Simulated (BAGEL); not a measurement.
**C2H5PSi (SMILES [SiH3]C1=CP1): HF/3-21G (density fitting with qzvpp-jkfit)**

Aim: the energy change on altering one bond length of C2H5PSi at HF/3-21G (density fitting with qzvpp-jkfit), from 2 runs. 

Program for the calculation: BAGEL 1.2.2.

## (1) The structure to begin with

The species is C2H5PSi (9 atoms), meant as a singlet with charge 0. SMILES: `[SiH3]C1=CP1`. Geometry: relaxed at GFN2-xTB.

Bond lengths: Si1–C2 1.867 Å, C2–C3 1.309 Å, C2–P4 1.871 Å, C3–P4 1.828 Å, Si1–H5 1.464 Å, Si1–H6 1.463 Å, Si1–H7 1.462 Å, C3–H8 1.067 Å, P4–H9 1.422 Å. Some angles: Si1–C2–C3 148.9°, Si1–C2–P4 143.6°, C3–C2–P4 67.5°, C2–C3–P4 71.1°, C2–P4–C3 41.4°, C2–Si1–H5 107.7°, C2–Si1–H6 107.4°, C2–Si1–H7 107.9°, C2–C3–H8 145.7°, P4–C3–H8 143.2°.

## (2) A single-point energy at HF/3-21G (density fitting with qzvpp-jkfit)

Input file input.json:

```json
{ "bagel": [

{
  "title": "molecule",
  "basis": "3-21g",
  "df_basis": "qzvpp-jkfit",
  "angstrom": true,
  "geometry": [
    { "atom": "Si", "xyz": [      -0.082330,       1.204430,      -0.958740 ] },
    { "atom": "C", "xyz": [       0.188920,      -0.282160,       0.137910 ] },
    { "atom": "C", "xyz": [       0.138450,      -1.580360,       0.298580 ] },
    { "atom": "P", "xyz": [       0.766930,      -0.816020,       1.835730 ] },
    { "atom": "H", "xyz": [      -0.615400,       0.723730,      -2.234730 ] },
    { "atom": "H", "xyz": [      -1.043300,       2.077400,      -0.283250 ] },
    { "atom": "H", "xyz": [       1.205470,       1.873880,      -1.134770 ] },
    { "atom": "H", "xyz": [      -0.077210,      -2.517940,      -0.163490 ] },
    { "atom": "H", "xyz": [      -0.481530,      -0.682960,       2.502770 ] }
  ]
},

{
  "title": "hf"
},

{
  "title": "print",
  "file": "orbitals.molden",
  "orbitals": true
}

]}
```

Command:

```sh
$ BAGEL_NUM_THREADS=1 BAGEL input.json > input.out
```

Log:

```text
* using 1 threads per process

  ===============================================================
  ===============================================================

  *** Geometry ***

  { "atom" : "Si", "xyz" : [     -0.155581,      2.276043,     -1.811756 ] },
  { "atom" : "C", "xyz" : [      0.357007,     -0.533205,      0.260612 ] },
  { "atom" : "C", "xyz" : [      0.261633,     -2.986448,      0.564234 ] },
  { "atom" : "P", "xyz" : [      1.449288,     -1.542054,      3.469027 ] },
  { "atom" : "H", "xyz" : [     -1.162937,      1.367651,     -4.223028 ] },
  { "atom" : "H", "xyz" : [     -1.971551,      3.925717,     -0.535265 ] },
  { "atom" : "H", "xyz" : [      2.278008,      3.541120,     -2.144405 ] },
  { "atom" : "H", "xyz" : [     -0.145906,     -4.758217,     -0.308951 ] },
  { "atom" : "H", "xyz" : [     -0.909960,     -1.290607,      4.729550 ] },

  Number of auxiliary basis functions:      496

  Since a DF basis is specified, we compute 2- and 3-index integrals:
    o Being stored without compression. Storage requirement is 0.012 GB

  Number of basis functions:       54
  Number of electrons      :       46

    * METHOD: MOLECULE                             0.18

  *** RHF ***

  === Nuclear Repulsion ===
   183.3534473122

      * DIIS with orbital gradients will be used.

  === RHF iteration (3-21g) ===
      0       -704.44823978          0.01105795           0.05
      1       -704.49395704          0.00295564           0.05
      2       -704.49750759          0.00129706           0.05
      3       -704.49807076          0.00016740           0.05
      4       -704.49809189          0.00006069           0.05
      5       -704.49809517          0.00002424           0.04
      6       -704.49809565          0.00001268           0.04
      7       -704.49809577          0.00000467           0.04
      8       -704.49809580          0.00000149           0.04
      9       -704.49809580          0.00000074           0.04
     10       -704.49809580          0.00000032           0.04
     11       -704.49809580          0.00000010           0.04
     12       -704.49809580          0.00000003           0.04
     13       -704.49809580          0.00000001           0.04
     14       -704.49809580          0.00000001           0.04
    * SCF iteration converged.

    * Permanent dipole moment:
           (    0.390756,     0.045194,     0.459879) a.u.

    * METHOD: HF                                   0.79

    * METHOD: PRINT                                0.00

  ===============================================================
```

Wall time 1.1 s (1 thread of Arm Neoverse V2, shared host); peak memory 0.089 GiB.

## (3) The distorted shape

Input file hf.json:

```json
{ "bagel" : [

{
  "title" : "molecule",
  "basis" : "3-21g",
  "df_basis" : "qzvpp-jkfit",
  "angstrom" : true,
  "geometry" : [
    { "atom" : "Si", "xyz" : [      -0.002382,       1.276523,      -0.767373 ] },
    { "atom" : "C", "xyz" : [       0.268868,      -0.210067,       0.329277 ] },
    { "atom" : "C", "xyz" : [       0.218398,      -1.508267,       0.489947 ] },
    { "atom" : "P", "xyz" : [       0.846878,      -0.743927,       2.027097 ] },
    { "atom" : "H", "xyz" : [      -0.615400,       0.723730,      -2.234730 ] },
    { "atom" : "H", "xyz" : [      -0.963352,       2.149493,      -0.091883 ] },
    { "atom" : "H", "xyz" : [       1.285418,       1.945973,      -0.943403 ] },
    { "atom" : "H", "xyz" : [       0.002738,      -2.445847,       0.027877 ] },
    { "atom" : "H", "xyz" : [      -0.401582,      -0.610867,       2.694137 ] }
  ]
},

{
  "title" : "hf"
},

{
  "title" : "print",
  "file" : "orbitals.molden",
  "orbitals" : true
}

]}
```

Command:

```sh
$ BAGEL_NUM_THREADS=1 BAGEL hf.json > hf.out
```

Log:

```text
* using 1 threads per process

  ===============================================================
  ===============================================================

  *** Geometry ***

  { "atom" : "Si", "xyz" : [     -0.004501,      2.412279,     -1.450125 ] },
  { "atom" : "C", "xyz" : [      0.508087,     -0.396969,      0.622243 ] },
  { "atom" : "C", "xyz" : [      0.412712,     -2.850212,      0.925866 ] },
  { "atom" : "P", "xyz" : [      1.600367,     -1.405818,      3.830658 ] },
  { "atom" : "H", "xyz" : [     -1.162937,      1.367651,     -4.223028 ] },
  { "atom" : "H", "xyz" : [     -1.820471,      4.061953,     -0.173634 ] },
  { "atom" : "H", "xyz" : [      2.429088,      3.677356,     -1.782773 ] },
  { "atom" : "H", "xyz" : [      0.005174,     -4.621981,      0.052680 ] },
  { "atom" : "H", "xyz" : [     -0.758880,     -1.154371,      5.091181 ] },

  Number of auxiliary basis functions:      496

  Since a DF basis is specified, we compute 2- and 3-index integrals:
    o Being stored without compression. Storage requirement is 0.012 GB

  Number of basis functions:       54
  Number of electrons      :       46

    * METHOD: MOLECULE                             0.18

  *** RHF ***

  === Nuclear Repulsion ===
   182.4961390956

      * DIIS with orbital gradients will be used.

  === RHF iteration (3-21g) ===
      0       -704.43842719          0.01098599           0.05
      1       -704.48406777          0.00299056           0.04
      2       -704.48767001          0.00131227           0.04
      3       -704.48824667          0.00018846           0.04
      4       -704.48826892          0.00007197           0.04
      5       -704.48827276          0.00003172           0.04
      6       -704.48827345          0.00001346           0.04
      7       -704.48827364          0.00000497           0.04
      8       -704.48827367          0.00000169           0.04
      9       -704.48827367          0.00000088           0.04
     10       -704.48827367          0.00000040           0.04
     11       -704.48827367          0.00000014           0.04
     12       -704.48827367          0.00000005           0.04
     13       -704.48827367          0.00000002           0.04
     14       -704.48827367          0.00000001           0.04
    * SCF iteration converged.

    * Permanent dipole moment:
           (    0.332849,     0.036746,     0.303639) a.u.

    * METHOD: HF                                   0.78

    * METHOD: PRINT                                0.00

  ===============================================================
```

It took 1.1 s on 1 thread of Arm Neoverse V2, shared host; peak memory 0.088 GiB.

## (4) Summary of results

Level: HF/3-21G (density fitting with qzvpp-jkfit).

```
                                                          quantity          value
                                         first shape: total energy  -704.49810 Eh
                                        first shape: dipole moment         1.54 D
                                          first shape: HOMO energy       -9.23 eV
                                          first shape: LUMO energy        3.43 eV
                                        first shape: HOMO–LUMO gap       12.66 eV
                                     distorted shape: total energy  -704.48827 Eh
                                    distorted shape: dipole moment         1.15 D
                                      distorted shape: HOMO energy       -9.29 eV
                                      distorted shape: LUMO energy        3.37 eV
                                    distorted shape: HOMO–LUMO gap       12.66 eV
energy change with the Si1–H5 bond stretched from 1.464 to 1.684 Å       0.267 eV
```

What this shows: With the Si1–H5 bond stretched from 1.464 to 1.684 Å the energy rises by 0.27 eV (6.2 kcal/mol). The first shape isn't relaxed at this level, so the change isn't measured from a minimum.
